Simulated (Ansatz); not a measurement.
# CH3InO: basis-set convergence

The task here is to estimate one member of a computed series from the others.

Method: one geometry, several basis sets; program: Ansatz 0.2.0, Gaussian basis.

Plan: PBE0-D4/def2-SVP; ωB97M-V/def2-SVP; PBE0-D4/def2-QZVPP; ωB97M-V/def2-QZVPP; the functionals' def2-TZVPP values are taken from earlier runs.

**The relaxed structure**

The geometry comes from an earlier relaxation with PBE0-D4 in a triple-zeta def2 set; it is a stationary point. In takes the def2 core potential; no spin-orbit term is included.

SMILES `O=[CH][InH2]`, 6 atoms, charge 0, spin multiplicity 1.

Atoms are counted from 1 here; the program's logs count them from 0.

Bond lengths: O1–C2 1.205 Å, C2–In3 2.215 Å, C2–H4 1.118 Å, In3–H5 1.724 Å, In3–H6 1.724 Å. Angles: O1–C2–In3 115.5°, O1–C2–H4 118.8°, In3–C2–H4 125.6°, C2–In3–H5 118.8°, C2–In3–H6 118.8°, H5–In3–H6 121.9°.

The first run:

in.yaml

```yaml
crystal:
  periodic: [false, false, false]
  atoms:
    - {symbol: O, position_ang: [-1.097135, -1.592568, 0.489660]}
    - {symbol: C, position_ang: [-0.088079, -1.197468, -0.037351]}
    - {symbol: In, position_ang: [0.190752, 0.999428, -0.038729]}
    - {symbol: H, position_ang: [0.618281, -1.944198, -0.477165]}
    - {symbol: H, position_ang: [-0.513566, 1.926303, -1.310262]}
    - {symbol: H, position_ang: [0.931848, 1.744503, 1.327849]}
basis:
  gaussian: {orbitals: def2-SVP}
hamiltonian: {xc: pbe0, dispersion: d4}
output: {orbitals: {seedname: orbitals}}
```

Command:

```console
$ ansatz run in.yaml --threads 2 --pin off --events-out ev --progress --plain --max-ram 4352MiB
```

Steps of the session up to this table: PBE0-D4 in def2-SVP; ωB97M-V in def2-SVP; PBE0-D4 in def2-QZVPP; ωB97M-V in def2-QZVPP.

One table of the session follows, with a row left open; its other results are not shown here.

It belongs to the step «Functionals by basis». 

| functional | basis | HOMO (eV) | LUMO (eV) |
| --- | --- | --- | --- |
| PBE0-D4 | def2-SVP | -6.26 | -1.89 |
| PBE0-D4 | def2-TZVPP | -6.37 | -1.96 |
| PBE0-D4 | def2-QZVPP | ? | ? |
| ωB97M-V | def2-SVP | -8.40 | -0.32 |
| ωB97M-V | def2-TZVPP | -8.54 | -0.49 |
| ωB97M-V | def2-QZVPP | -8.57 | -0.53 |

**Question.** Estimate the row for PBE0-D4, def2-QZVPP.

As computed: HOMO (eV): -6.40; LUMO (eV): -1.98. In the column «HOMO (eV)» it lies between ωB97M-V, def2-SVP (-8.40) and PBE0-D4, def2-TZVPP (-6.37).
